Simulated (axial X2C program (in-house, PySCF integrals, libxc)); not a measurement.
# HoF⁻: Ω levels from open-shell CI on f11 s2

Aim: the spin–orbit levels of HoF⁻ that arise from the configuration f11 s2 of Ho, and how they move with the bond.

The runs use an in-house X2C program for linear molecules on PySCF integrals; two-component X2C, average-of-configuration Hartree–Fock and CI in the open shells.

All values are calculated.

**1. Set-up**

The input, task.json:

```json
{"zs": [67, 9], "q": -1, "bas": ["dyall-v3z", "dyall-av3z"], "r0": 2.15, "metal": 0, "shells": [[3, [0, 1, 2, 3], 11], [0, [0], 2]], "fix": 0, "emax": 2.2, "nroots": 4}
```

Keys: zs atomic numbers; q charge; bas basis sets; r0 starting distance in Å; metal index of the metal atom; shells open shells as [l, |m| values, electrons]; fix electron count of the first shell held; emax energy window in eV; nroots roots for each Ω.

Started as:

```sh
$ python soci.py task.json out
```

Two-component X2C with atomic mean-field Coulomb and Gaunt terms, basis Ho dyall-v3z, F dyall-av3z (cores contracted in-house). Orbitals come from Hartree–Fock averaged over the configuration Ho f11 s2; CI then distributes these electrons over the f, s shells of Ho.

**2. CI at R = 2.146 Å**

Before running it: what results should come out? Wanted: lowest level of the model; next level; lowest curve, Re and ωe.

As calculated:

| quantity | value |
| --- | --- |
| lowest level of the model | Ω = 1/2, g∥ = 1.20, 100% f11 s2 |
| next level | Ω = 3/2, 21 cm⁻¹ higher |
| lowest curve, Re and ωe | 2.143 Å, 424.3 cm⁻¹ |

In the lowest level ⟨Sz⟩ = 0.10 and ⟨Lz⟩ = 0.40; its leading determinant has weight 0.29 among 67. The 8 lowest levels are the Ω components of the Hund's-rule level 4I15/2 of f11 (free-ion gJ = 1.200), split by the axial field over 603 cm⁻¹. From 2.146 to 2.232 Å the gap from the lowest to the fifth level goes from 171 to 168 cm⁻¹. Without dynamic correlation distances can be off by several hundredths of an Å, and the wavenumbers are rough. There is no dynamic correlation: spin–orbit spacings and, for f shells, spacings inside one term are the most reliable numbers, splittings between terms come out too wide, and energies between configurations are not reliable, so the lowest level need not be the ground state of the molecule. At most 4 roots were kept for each Ω > 0 (twice that for Ω = 0) within 2.2 eV of the lowest, so higher up levels can be missing between those listed; levels with Ω > 0 are doubly degenerate and listed once, Ω = 0 levels singly. For an anion, levels above electron detachment are held by the basis set.
